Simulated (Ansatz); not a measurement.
# F₂H₃NSeSn: basis-set convergence

How large a basis does F₂H₃NSeSn need? Two functionals are run in growing sets.

The runs use Ansatz 0.2.0, Gaussian basis; one geometry, several basis sets.

The runs, in order: PBE0-D4/def2-SVP; ωB97M-V/def2-SVP; PBE0-D4/def2-QZVPP; ωB97M-V/def2-QZVPP; the functionals' def2-TZVPP values are taken from earlier runs.

1 further run of the same task is left out (for a known fault of the program).

### Step 1. Structure used throughout

All runs share one geometry, relaxed beforehand with PBE0-D4 in a triple-zeta def2 set. Sn takes the def2 core potential; no spin-orbit term is included.

SMILES `[NH2][Sn]([F])([F])[SeH]`, 8 atoms, charge 0, spin multiplicity 1.

Atoms are counted from 1 here; the program's logs count them from 0.

Bond lengths: N1–Sn2 1.992 Å, N1–H6 1.013 Å, N1–H7 1.012 Å, Sn2–F3 1.915 Å, Sn2–F4 1.905 Å, Sn2–Se5 2.482 Å, Se5–H8 1.470 Å. Angles: Sn2–N1–H6 112.3°, Sn2–N1–H7 113.8°, H6–N1–H7 108.8°, N1–Sn2–F3 114.5°, N1–Sn2–F4 103.9°, N1–Sn2–Se5 115.2°, F3–Sn2–F4 102.3°, F3–Sn2–Se5 106.7°, F4–Sn2–Se5 113.8°, Sn2–Se5–H8 89.0°.

### Step 2. PBE0-D4 in def2-SVP

in.yaml reads:

```yaml
crystal:
  periodic: [false, false, false]
  atoms:
    - {symbol: N, position_ang: [-0.341589, 1.672159, -0.144126]}
    - {symbol: Sn, position_ang: [0.233344, -0.234361, -0.192247]}
    - {symbol: F, position_ang: [1.523341, -0.708766, 1.140520]}
    - {symbol: F, position_ang: [1.245858, -0.364961, -1.801039]}
    - {symbol: Se, position_ang: [-1.604445, -1.895299, -0.029607]}
    - {symbol: H, position_ang: [0.385393, 2.301591, -0.462390]}
    - {symbol: H, position_ang: [-0.664580, 1.978696, 0.764713]}
    - {symbol: H, position_ang: [-0.685122, -2.806359, 0.668276]}
basis:
  gaussian: {orbitals: def2-SVP}
hamiltonian: {xc: pbe0, dispersion: d4}
output: {orbitals: {seedname: orbitals}}
```

The run is started by

```bash
ansatz run in.yaml --threads 4 --pin off --events-out ev --progress --plain --max-ram 10444MiB
```

The runs that follow: ωB97M-V in def2-SVP; PBE0-D4 in def2-QZVPP; ωB97M-V in def2-QZVPP.

Before running them: what should the planned runs give, taken together? Wanted: PBE0-D4: double and triple zeta above quadruple; ωB97M-V: double and triple zeta above quadruple.

The runs gave:

| quantity | value |
| --- | --- |
| PBE0-D4: double and triple zeta above quadruple | 19.30, 1.88 eV |
| ωB97M-V: double and triple zeta above quadruple | 19.41, 1.81 eV |

**Reading.** For PBE0-D4 the step from double to triple zeta gains 17.42 eV and the next only 1.88 eV. Total energies overstate the basis error of differences, where much of it tends to cancel.
